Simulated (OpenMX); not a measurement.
**NiMoIrPdW under changes of volume**

One of the cells (15.988 Å³/atom); the others are scaled copies at fixed shape and fractional positions:

```
CELL_PARAMETERS angstrom
4.11705 0.00000 0.00000
-2.05853 3.56547 0.00000
0.00000 0.00000 5.44580
ATOMIC_POSITIONS crystal
Ni 0.00000 0.00000 0.95775
Mo 0.66667 0.33333 0.96161
Pd 0.66667 0.33333 0.46295
Ir 0.33333 0.66667 0.72572
W 0.33333 0.66667 0.23642
```

The cell was built by a generator and needn't be a form met in nature.

| Property | Result |
| --- | --- |
| Program | OpenMX 3.8.5 |
| Functional | PBE |
| Potentials or basis | OpenMX 2013 PBE set, Ni6.0H-s2p2d1, Mo7.0-s3p2d1, Pd7.0-s3p2d1, Ir7.0-s3p2d2, W7.0-s3p2d2, fixed grid of 48 × 48 × 72 points |
| k mesh | 9 × 9 × 5 |
| Occupations | fermi-dirac, width 0.05 eV |
| Spin | collinear spin, ferromagnetic start |
| Starting moments | [1.0, 1.0, 0.0, 0.6, 0.0] μB |

```csv
volume (Å³/atom),energy over the lowest point (meV/atom),largest force (eV/Å)
15.029,?,?
15.348,48.42,0.597
15.668,21.53,0.486
15.988,5.76,0.340
16.308,0.00,0.230
16.628,3.10,0.142
16.947,14.07,0.113
```

Question: What does the run at 15.029 Å³/atom give?

Answer: Energy over the lowest point 87.73 meV/atom; largest force 0.724 eV/Å.

Worked out: A Birch-Murnaghan fit of order 3 (a polynomial in V^(-2/3)) to the other rows has its minimum at 16.35 Å³/atom with B0 = V·E''(V) = 224 GPa and B' = 4.8 at fixed shape and positions, which overstates the stiffness. It gives 87.72 meV/atom at 15.029 Å³/atom, against the run's 87.73.

Energies are extrapolated to zero smearing.

Caveats: the transition metal has a single d function, too few for pressures, volumes and moments; the basis of atomic orbitals isn't converged, which shifts pressures, moduli and gaps.
